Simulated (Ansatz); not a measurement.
# HfTa: the cost of one run

Program: Ansatz 0.2.0 through its Python package. Level of theory: DFT LDA, plane waves, PAW. These are calculated values, not measurements.

**1. The system**

HfTa Cmmm: Symmetry: Cmmm, No. 65, orthorhombic system. Conventional cell: a = 3.425 Å, b = 4.799 Å, c = 4.848 Å, α = 90.00°, β = 90.00°, γ = 90.00°. Hf (site symmetry mmm) is surrounded by 4 Hf at 2.95 Å and 4 Ta at 2.97 Å. Around Ta (site symmetry mmm) lie 4 Ta at 2.95 Å and 4 Hf at 2.97 Å.

TaW Cmmm: It takes space group Cmmm (No. 65, orthorhombic). Conventional cell: a = 3.228 Å, b = 4.614 Å, c = 4.521 Å, α = 90.00°, β = 90.00°, γ = 90.00°. Ta (site symmetry mmm) has 4 W at 2.78 Å and 4 Ta at 2.82 Å as nearest neighbours. W (site symmetry mmm) has 4 Ta at 2.78 Å and 4 W at 2.82 Å as nearest neighbours.

TaRe Cmmm: The structure is orthorhombic, space group Cmmm (No. 65). Conventional cell: a = 3.193 Å, b = 4.579 Å, c = 4.444 Å, α = 90.00°, β = 90.00°, γ = 90.00°. Around Ta (site symmetry mmm) lie 4 Re at 2.74 Å and 4 Ta at 2.79 Å. Re (site symmetry mmm) has 4 Ta at 2.74 Å and 4 Re at 2.79 Å as nearest neighbours.

The script holds or builds the structure itself.

**2. The code**

The input, trend_hfta.py:

```python
"""Trends along isostructural compounds in space group Cmmm, after relaxing atoms and volume at fixed cell shape."""

import warnings

import ansatz as az
import numpy as np

PHASES = {
    "HfTa": (
        [(1.71275, -2.3996, 0.0), (1.71275, 2.3996, 0.0), (0.0, 0.0, 4.84755)],
        [
            ("Hf", (0.0, 0.0, 0.0)),
            ("Ta", (0.5, 0.5, 0.5)),
        ],
    ),
    "TaW": (
        [(1.61413, -2.30703, 0.0), (1.61413, 2.30703, 0.0), (0.0, 0.0, 4.5214)],
        [
            ("Ta", (0.0, 0.0, 0.0)),
            ("W", (0.5, 0.5, 0.5)),
        ],
    ),
    "TaRe": (
        [(1.59633, -2.28932, 0.0), (1.59633, 2.28932, 0.0), (0.0, 0.0, 4.44409)],
        [
            ("Ta", (0.5, 0.5, 0.5)),
            ("Re", (0.0, 0.0, 0.0)),
        ],
    ),
}


def build(vectors, sites):
    crystal = az.Crystal(lattice=az.Lattice.of(vectors))
    for symbol, position in sites:
        crystal = crystal.atom(symbol, position)
    return crystal


def solve(name, crystal, relax=True):
    calc = (
        crystal.calculation()
        .functional("LDA")
        .basis(34 * az.Ry)
        .kpoints(spacing=0.33)
        .occupations("gaussian", width=0.05)
        .stress()
        .band_table()
    )
    if relax:
        calc = calc.relax(force_tolerance=0.01, max_steps=40, fix_cell=["shape"])
    return calc.run()

def bulk_modulus(name, outcome, step=0.02):
    # B = -V dP/dV from the pressures of two uniformly scaled cells, atoms held at their fractions
    pressure = []
    for factor in (1 - step, 1.0, 1 + step):
        cell = az.Crystal(lattice=az.Lattice.of(outcome.lattice.cell_ang * factor ** (1 / 3)))
        for site in outcome.report["lattice"]["sites"]:
            cell = cell.atom(site["symbol"], site["position_frac"])
        pressure.append(np.trace(solve(name, cell, relax=False).report["stress_gpa"]) / 3)
    slope, bend = (pressure[0] - pressure[2]) / (2 * step), abs(pressure[0] + pressure[2] - 2 * pressure[1])
    # a jump of mesh or basis between the cells shows as a kink: no modulus then
    return float(slope) if bend < 12 * step**2 * abs(slope) + 0.15 and abs(pressure[1]) < 1.5 else float("nan")


def volume_per_atom(outcome):
    return abs(np.linalg.det(outcome.lattice.cell_ang)) / len(outcome.lattice.sites)

warnings.simplefilter("ignore", az.DeckWarning)

phases = {name: build(*cell) for name, cell in PHASES.items()}

done = {}
for name, crystal in phases.items():
    try:
        done[name] = solve(name, crystal)
    except az.NonConvergedError as error:
        print(name, "did not converge:", str(error)[:120])

rows = [(name, volume_per_atom(o), bulk_modulus(name, o)) for name, o in done.items()]
print("| compound | V (A^3/atom) | B (GPa) |")
print("| --- | --- | --- |")
for row in rows:
    print(f"| {row[0]} | {row[1]:.3f} | {row[2]:.0f} |")
```

**3. What the engine is handed**

The package turns the script's settings into the engine's input (first run):

```yaml
crystal:
  lattice:
    - [1.71275, -2.3996, 0.0]
    - [1.71275, 2.3996, 0.0]
    - [0.0, 0.0, 4.84755]
  atoms:
    - { symbol: Hf, position: [0.0, 0.0, 0.0] }
    - { symbol: Ta, position: [0.5, 0.5, 0.5] }
basis:
  ecutwfc: 462.593566181796
kpoints:
  mp_grid:
    kspacing: 0.33
hamiltonian:
  xc: lda
scf:
  occupations:
    method: gaussian
    width: 0.05
relax:
  f_tol: 0.01
  max_steps: 40
  cell:
    fix: [shape]
output:
  stress: true
  eigenvalues: true
```

**4. Launch**

Launch:

```console
python trend_hfta.py
```

**Question.** How long does this script take on 1 thread of Arm Neoverse V2, shared host, and how much memory does it need?

About 59 s, with a peak of 0.46 GiB.
